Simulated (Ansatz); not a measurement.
# Rh in Ansatz: reference runs

How does Rh come out in PBE? The cell is run as given.

Everything below comes from runs of Ansatz 0.2.0. Logs are shortened: lines on timing, memory, paths and dates and some standing lists are left out, and cuts for length are marked.

## 1. The cell of the first run

The cell holds a slab with vacuum, 6 atoms: a = 2.689 Å, b = 2.689 Å, c = 24.508 Å, α = 90.00°, β = 90.00°, γ = 90.00°.

## 2. Single point, PBE (the (1 0 0) slab of Rh, cut from the database cell, not relaxed)

input.yaml

```yaml
crystal:
  lattice:
    - [2.6891977995, 0.0, 0.0]
    - [0.0, 2.6891977995, 0.0]
    - [0.0, 0.0, 24.50775]
  atoms:
    - { symbol: Rh, position: [0.5, 0.5, 0.3060256449] }
    - { symbol: Rh, position: [0.0, 0.0, 0.383615387] }
    - { symbol: Rh, position: [0.5, 0.5, 0.461205129] }
    - { symbol: Rh, position: [0.0, 0.0, 0.538794871] }
    - { symbol: Rh, position: [0.5, 0.5, 0.616384613] }
    - { symbol: Rh, position: [0.0, 0.0, 0.6939743551] }
hamiltonian:
  xc: pbe
  pseudopotentials: { kind: paw }
kpoints:
  mp_grid: { grid: [10, 10, 1] }
scf:
  occupations: { method: fermi_dirac, width: 0.05 }
output:
  forces: true
  eigenvalues: true
  write_density: true
  write_potential: true
  elf: true
  volumetric_format: npy
efield:
  axis: 3
  dipole_correction: true
  ramp_width: 0.04
```

Potentials or basis: Ansatz PAW.

Command:

```
$ ansatz run input.yaml --threads 4 --pin off --max-ram 11264MiB --backend cpu --events-out ev --progress --plain --runs-dir out
```

Log:

```text
Warning: RAYON_NUM_THREADS=4 ignored (pool sized by the plan → 4); use --threads N
Engine: ansatz 0.2.0, aarch64-unknown-linux-gnu
Pseudopotentials: kind: paw
Pseudopotential: Rh, paw, valence charge 17, recommended cutoff 420 eV (normal), Rh.paw.azcp
Functional definition: PBE
  parameter kappa = 0.804
  parameter beta = 0.06672455060314922
  exchange = pbe_x(kappa = kappa, mu = beta*pi^2/3)
  correlation = pbe_c(beta = beta)
Crystal: 6 atoms, lattice volume = 177.235 Å³
Basis set: ecut = 420 eV, 3517 PW (Γ), exchange–correlation on 36×36×360 points (8 copies of the dense FFT grid, shifted against one another)
Bands: 62, of which v1, the nominal top of the filled ones, is band 51 counted from 1 (50 counted from 0)
Symmetry: 8 space group operations
k-points: 21 of 100
Non-local potential: Rh, projectors of the file, l = 0: 3, l = 1: 2, l = 2: 2, l = 3: 1
PAW form: soft (Blöchl's): semilocal exchange-correlation on the pseudo side does not see the compensation charge
PAW one-centre angular grid: Rh, 590 points (default); XC on 64 Gauss nodes
Initial density: superposition of atomic densities (neutral atoms: chi_scale 0, normalization atom), corrected by the library's trained network
Initial wavefunctions: pseudopotential atomic-orbital guess
Functional: x = pbe(κ = 0.804, μ = 0.2195149727645171), c = pbe(β = 0.06672455060314922)
SCF iter   1: F=—  HF=-38415.198791 eV  |F-HF|=—  |Δ(HF+E_count)|=         —  Δρ=6.23e-3  dr2=3.49e-1  ethr=1.77e-3  p=0.000 e·Å  D=5.47e-14 V/Å  ΔV_dip=-0.00 eV  dr2_dipole=2.47e-7  V_vac-E_F(+/−)=4.73/4.73 eV  ⟨swp⟩=8.0  Hψ=5911  notcnv=0  defer=17
efield: sawtooth ramp at fractional position 0.9800 (placed from the atoms, in the widest stretch of the axis that holds none; the zero of the levels goes with the place), width 0.0400; the density the first Hamiltonian is built on has a dipole p = 0.000 e·Å; the dipole correction subtracts the counter field D = 5.47e-14 V/Å, which shifts the + side's vacuum level by -0.00 eV against the − side's; the planar-averaged density in the ramp window peaks in size at 2.9e-5 e/Å³
preconditioner: auto → LDOS  [metal: Δε(μ)=0.051 eV  Ē_g=5.772 eV  σ=0.050 eV  W_gap=0.24  n_scr=46 (ndim 8)  ℏωp=20.5 eV  f_vac=0.482  D(μ)=6.79/eV (n_scr^D=56)  β→1.0]
SCF iter   2: F=—  HF=-38415.194663 eV  |F-HF|=—  |Δ(HF+E_count)|=   4.13e-3  Δρ=3.54e-3  dr2=3.27e-2  ethr=3.43e-4  p=-0.000 e·Å  D=-5.67e-5 V/Å  ΔV_dip=0.00 eV  dr2_dipole=3.13e-7  V_vac-E_F(+/−)=5.09/5.08 eV  ⟨swp⟩=2.6  Hψ=1814  notcnv=0  defer=35
SCF iter   3: F=—  HF=-38415.190955 eV  |F-HF|=—  |Δ(HF+E_count)|=   3.71e-3  Δρ=1.03e-3  dr2=3.81e-3  ethr=3.21e-5  p=0.000 e·Å  D=5.09e-5 V/Å  ΔV_dip=-0.00 eV  dr2_dipole=5.75e-6  V_vac-E_F(+/−)=5.03/5.03 eV  ⟨swp⟩=2.2  Hψ=2128  notcnv=0  defer=35
SCF iter   4: F=—  HF=-38415.190351 eV  |F-HF|=—  |Δ(HF+E_count)|=   6.04e-4  Δρ=2.42e-4  dr2=1.30e-4  ethr=3.74e-6  p=0.000 e·Å  D=3.00e-6 V/Å  ΔV_dip=-0.00 eV  dr2_dipole=2.30e-7  V_vac-E_F(+/−)=5.06/5.06 eV  ⟨swp⟩=2.1  Hψ=1906  notcnv=0  defer=35
SCF iter   5: F=—  HF=-38415.190360 eV  |F-HF|=—  |Δ(HF+E_count)|=   9.24e-6  Δρ=9.43e-5  dr2=3.80e-5  ethr=1.27e-7  p=0.000 e·Å  D=4.97e-6 V/Å  ΔV_dip=-0.00 eV  dr2_dipole=4.10e-9  V_vac-E_F(+/−)=5.07/5.07 eV  ⟨swp⟩=3.1  Hψ=2377  notcnv=0  defer=35
SCF iter   6: F=—  HF=-38415.190018 eV  |F-HF|=—  |Δ(HF+E_count)|=   3.42e-4  Δρ=3.17e-5  dr2=2.16e-6  ethr=3.72e-8  p=0.000 e·Å  D=2.70e-6 V/Å  ΔV_dip=-0.00 eV  dr2_dipole=8.46e-11  V_vac-E_F(+/−)=5.08/5.08 eV  ⟨swp⟩=2.0  Hψ=1915  notcnv=0  defer=35
SCF iter   7: F=—  HF=-38415.190019 eV  |F-HF|=—  |Δ(HF+E_count)|=   5.57e-7  Δρ=1.06e-5  dr2=1.52e-7  ethr=2.12e-9  p=-0.000 e·Å  D=-1.27e-7 V/Å  ΔV_dip=0.00 eV  dr2_dipole=9.45e-10  V_vac-E_F(+/−)=5.09/5.09 eV  ⟨swp⟩=2.1  Hψ=1857  notcnv=0  defer=35
SCF iter   8: F=-38415.190019 eV  HF=-38415.190019 eV  |F-HF|=3.79e-8  |Δ(HF+E_count)|=   3.30e-7  Δρ=2.95e-6  dr2=2.22e-8  ethr=9.80e-11  p=0.000 e·Å  D=1.75e-7 V/Å  ΔV_dip=-0.00 eV  dr2_dipole=4.33e-10  V_vac-E_F(+/−)=5.09/5.09 eV  ⟨swp⟩=18.7  Hψ=10958  notcnv=0
SCF 1 converged in 8 iterations: F = -38415.190019 eV  dr2 = 2.22e-8
WARN: The output density's exchange-correlation potential varies sharply where the density is thin. Do not read a vacuum level from v_tot or v_xc, or from such a field of the output density. On a cell that repeats whose density bears no net charge and no dipole along the vacuum's axis use v_es (v_loc + v_h of the components); under efield.dipole_correction with no amplitude use v_es + v_field, which holds any external_charges[].barrier, or the levels of the report's work_function block, which leave it out; under a non-zero efield.amplitude the vacuum is tilted and has no level; on a cell that repeats and bears such a dipole with no correction it is tilted too, and efield.dipole_correction with no amplitude gives each side of its ramp a level where efield: is served; in a cell that repeats whose density bears a net charge (total_charge, or a fill off its count) it is curved and has none; of a slab under crystal.periodic whose density bears no net charge use v_es, which has a level on each side, short of where the two are joined; of another it falls or rises all the way out and has none; of a slab beside external_charges read slab_vacuum_level instead, which it has where they leave it neutral. The grid or the basis barely resolves most such structure, and the values can differ between equally converged runs; as a rule a tighter scf.convergence.dr2_threshold does not remove it. Where the density itself ripples (under the LDA too) a higher basis.ecutwfc lessens it. The files hold the spikes' plane waves up to the density's cutoff. Files: v_tot_of_output_density and the like, and their columns of v_z.tsv (output.write_potential); v_xc_of_output_density and the like, and their columns of v_comp_z.tsv (output.write_potential_components). Measured: with its Gaussian average of σ = 0.25 Å subtracted twice, the exchange-correlation potential is over 0.1 eV at 18 of the grid points where the equally averaged density (valence and model cores) is under 1e-3 e/Å³, and 0.232 eV at the most among them, at an averaged density of 2.9e-8 e/Å³. The input density's (outcome.potential() and, of a run that writes arrays, v_tot and v_xc) is over 0.1 eV, so measured, at 145 points of its own thin density, 0.167 eV at the most. See output.write_potential in the manual, Limitations
SCF converged after 8 iterations
Free energy (F): -38415.190019 eV
Harris-Foulkes:  -38415.190019 eV  (|F-HF|=3.79e-8)
Internal energy: -38415.128623 eV  (E = F + TS)
E sigma→0 (E₀):  -38415.159321 eV
Entropy (-TS):   -0.061396 eV (-10.233 meV/atom)
Fermi energy:    7.712078 eV
Dipole field:    D = 0.000030 V/Å  (p = 0.000029 e·Å, saw-weighted, corrected)
Work function:   Φ+ = 5.0857 eV   Φ− = 5.0864 eV
Levels:          The Fermi level and band energies are counted from a zero that moves with the ramp; work functions are not
--- Per-component energies (eV) ---
  E_band       = -1984.231848
  E_kinetic    = 3435.910244
  E_local      = -163575.877526  (includes V_loc(G=0)·N_el)
  E_nonlocal   = 2131.760758
  E_hartree    = 79659.620461
  E_xc         = -1327.769881
  E_vxc        = -1666.345064  (∫ρ·V_xc dr)
  E_paw        = -21522.965305  (= ΣΔE_a)
  E_vpaw       = -1628.949591  (= ΣTr[D̂ρ^β])
  E_aug_tail   = 0.005130  (compensation charges beyond the density's cutoff)
  E_efield     = 0.000000  (sawtooth field / dipole correction)
  E_vefield    = 0.000000  (∫n·V_field dr)
  E_ewald      = 62784.187496
  E_smearing   = -0.061396  (= −TS)
  E_closure    = 0.000000  (closes the sum)
  Σ components = -38415.190019   (vs F -38415.190019, Δ=0.00e0)
--- Forces (eV/Å), atoms counted from 1 ---
  atom   1  Rh     0.00000000     0.00000000     0.38280997
  atom   2  Rh    -0.00000000     0.00000000    -0.56724732
  atom   3  Rh    -0.00000000     0.00000000    -0.22363388
  atom   4  Rh     0.00000000     0.00000000     0.22363542
  atom   5  Rh     0.00000000     0.00000000     0.56725299
  atom   6  Rh     0.00000000     0.00000000    -0.38283170
  max |Σ_I F_I| component: 1.45e-5 eV/Å
--- Band table (eV; the first three rows and the last of 21) ---
  k-point 0: bands = ["-71.1891", "-71.1391", "-71.0888", "-71.0637", "-70.4639", "-70.4639", "-39.3040", "-39.1366", "-38.9327", "-38.9126", "-38.9126", "-38.8345", "-38.8345", "-38.7562", "-38.7505", "-38.7505", "-38.6942", "-38.6942", "-38.2247", "-38.2235", "-38.1944", "-38.1944", "-38.1944", "-38.1944", "0.0871", "1.0224", "1.5785", "1.9034", "1.9059", "2.3779", "2.4589", "2.6829", "3.0086", "3.6939", "4.2836", "4.5619", "4.8075", "4.8075", "5.3871", "5.3871", "5.8784", "6.1983", "6.2140", "6.2140", "6.3869", "6.5988", "6.7993", "7.0992", "7.1649", "7.1649", "7.4938", "7.7702", "7.8989", "8.0344", "8.0344", "8.2546", "8.3173", "8.5408", "8.5408", "9.3113", "10.4129", "12.6503"]
  k-point 1: bands = ["-71.1826", "-71.1344", "-71.0860", "-71.0628", "-70.4605", "-70.4605", "-39.2908", "-39.1442", "-38.9728", "-38.9357", "-38.9042", "-38.8342", "-38.8289", "-38.8229", "-38.7486", "-38.7330", "-38.7279", "-38.6959", "-38.2318", "-38.2317", "-38.2193", "-38.2187", "-38.1920", "-38.1920", "0.3414", "1.2410", "1.7504", "2.0768", "2.0917", "2.5384", "2.6494", "2.8342", "3.1879", "3.8005", "4.3210", "4.6867", "4.7840", "4.8731", "5.1517", "5.3659", "5.4657", "6.0131", "6.0465", "6.3463", "6.5353", "6.6379", "6.6776", "6.8375", "6.8950", "7.1081", "7.5046", "7.5089", "7.6223", "7.6811", "8.0798", "8.1212", "8.3112", "8.5611", "8.6774", "10.1941", "11.4478", "12.9060"]
  k-point 2: bands = ["-71.1648", "-71.1219", "-71.0791", "-71.0612", "-70.4516", "-70.4516", "-39.2607", "-39.1816", "-39.0616", "-39.0016", "-38.9031", "-38.8834", "-38.8805", "-38.8138", "-38.7927", "-38.7443", "-38.7405", "-38.7020", "-38.3215", "-38.3211", "-38.2133", "-38.2131", "-38.1858", "-38.1858", "1.0146", "1.7063", "2.0945", "2.2658", "2.6938", "2.8598", "2.9511", "3.2388", "3.9382", "4.3365", "4.3654", "4.9065", "4.9072", "4.9749", "5.0051", "5.0289", "5.2608", "5.4742", "5.6954", "6.0912", "6.1780", "6.2266", "6.6327", "6.7289", "6.7400", "6.8103", "7.0249", "7.2827", "7.4728", "7.8180", "8.1012", "8.1258", "8.4239", "8.4302", "9.7843", "11.5045", "12.8992", "13.7636"]
  k-point 20: bands = ["-71.0596", "-71.0596", "-71.0284", "-71.0284", "-70.3909", "-70.3909", "-39.3210", "-39.3210", "-39.2096", "-39.2096", "-39.0822", "-39.0822", "-38.9831", "-38.9831", "-38.9527", "-38.9526", "-38.9149", "-38.9149", "-38.5280", "-38.5280", "-38.5278", "-38.5278", "-38.1885", "-38.1885", "1.6275", "1.6275", "1.9915", "1.9915", "2.2487", "2.2487", "2.7193", "2.7193", "3.1061", "3.1062", "3.7904", "3.7904", "5.1299", "5.1299", "6.6398", "6.6398", "6.8665", "6.8665", "7.6017", "7.6017", "8.0652", "8.0652", "8.0916", "8.0916", "8.6616", "8.6616", "8.7113", "8.7113", "9.2383", "9.2383", "11.8082", "11.8082", "13.6455", "13.6455", "15.6969", "15.6969", "17.6977", "17.6977"]
```

Wall time 7.1 s (4 threads of Arm Neoverse V2, shared host); peak memory 0.58 GiB.

What came out:

* Free energy: -38415.1900 eV
* Largest force: 0.567 eV/Å
* Band gap on the k mesh: none (metal or under the smearing width)
* Work function of the upper face: 5.09 eV
* Work function of the lower face: 5.09 eV
* Dipole across the slab: 0.000 e·Å

Forces on the atoms (eV/Å):
```
Rh   0.000  0.000  0.383
Rh   0.000  0.000 -0.567
Rh   0.000  0.000 -0.224
Rh   0.000  0.000  0.224
Rh   0.000  0.000  0.567
Rh   0.000  0.000 -0.383
```

Levels at points of the mesh, in eV from the Fermi level:
| k point | band 48 | band 49 | band 50 | band 51 | band 52 | band 53 |
| --- | --- | --- | --- | --- | --- | --- |
| (0.00, 0.00, 0.00) | -0.61 | -0.55 | -0.55 | -0.22 | 0.06 | 0.19 |
| (0.00, -0.50, 0.00) | -0.58 | 0.00 | 0.00 | 0.11 | 0.11 | 0.49 |
| (-0.50, -0.50, 0.00) | 0.38 | 0.95 | 0.95 | 1.00 | 1.00 | 1.53 |
